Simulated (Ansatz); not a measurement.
# C3H6Si: the cost of one run

All numbers below are computed with Ansatz 0.2.0 (RKS B3LYP/6-31G*).

## Step 1: The system as given

Bond lengths: Si1–C2 1.645 Å, C2–C3 1.285 Å, C2–C4 1.492 Å, C3–C4 1.496 Å, Si1–H5 1.519 Å, Si1–H6 1.539 Å, Si1–H7 1.506 Å, C3–H8 1.039 Å, C4–H9 1.142 Å, C4–H10 1.003 Å. Angles (14 of 18 angles, heavy atoms first): Si1–C2–C3 152.0°, Si1–C2–C4 143.3°, C3–C2–C4 64.7°, C2–C3–C4 64.4°, C2–C4–C3 50.9°, C2–Si1–H5 114.1°, C2–Si1–H6 113.0°, C2–Si1–H7 114.1°, C2–C3–H8 153.2°, C4–C3–H8 142.0°, C2–C4–H9 112.9°, C2–C4–H10 120.0°, C3–C4–H9 113.1°, C3–C4–H10 120.4°.

Structure file:

```xyz
10

Si   -0.8711    0.8864   -0.8361
C     0.0017   -0.2218    0.0094
C     0.3072   -1.4322    0.3132
C     1.1311   -0.3717    0.9730
H    -1.9058    0.2805   -1.7681
H    -1.6769    1.8353    0.0690
H    -0.0356    1.8082   -1.6839
H     0.2375   -2.4626    0.1995
H     0.8228   -0.1733    2.0545
H     2.0722   -0.2000    0.6725
```

## Step 2: Relaxing the start

File input.yaml:

```yaml
crystal:
  periodic: [false, false, false]
  atoms:
    - { symbol: Si, position_ang: [-0.8711, 0.8864, -0.8361] }
    - { symbol: C, position_ang: [0.0017, -0.2218, 0.0094] }
    - { symbol: C, position_ang: [0.3072, -1.4322, 0.3132] }
    - { symbol: C, position_ang: [1.1311, -0.3717, 0.973] }
    - { symbol: H, position_ang: [-1.9058, 0.2805, -1.7681] }
    - { symbol: H, position_ang: [-1.6769, 1.8353, 0.069] }
    - { symbol: H, position_ang: [-0.0356, 1.8082, -1.6839] }
    - { symbol: H, position_ang: [0.2375, -2.4626, 0.1995] }
    - { symbol: H, position_ang: [0.8228, -0.1733, 2.0545] }
    - { symbol: H, position_ang: [2.0722, -0.2, 0.6725] }
basis:
  gaussian: { orbitals: "6-31G*" }
hamiltonian:
  xc: b3lyp
relax:
  f_tol: 0.02
  max_steps: 40
scf:
  lower_state_search: "off"
```

Started as:

```
> ansatz run input.yaml --threads 1 --pin off --max-ram 2048MiB --backend cpu --events-out ev --progress --plain --runs-dir out
```

Q: Estimate wall time and peak memory on 1 thread of Arm Neoverse V2, shared host.

About 24 s, with a peak of 0.13 GiB.
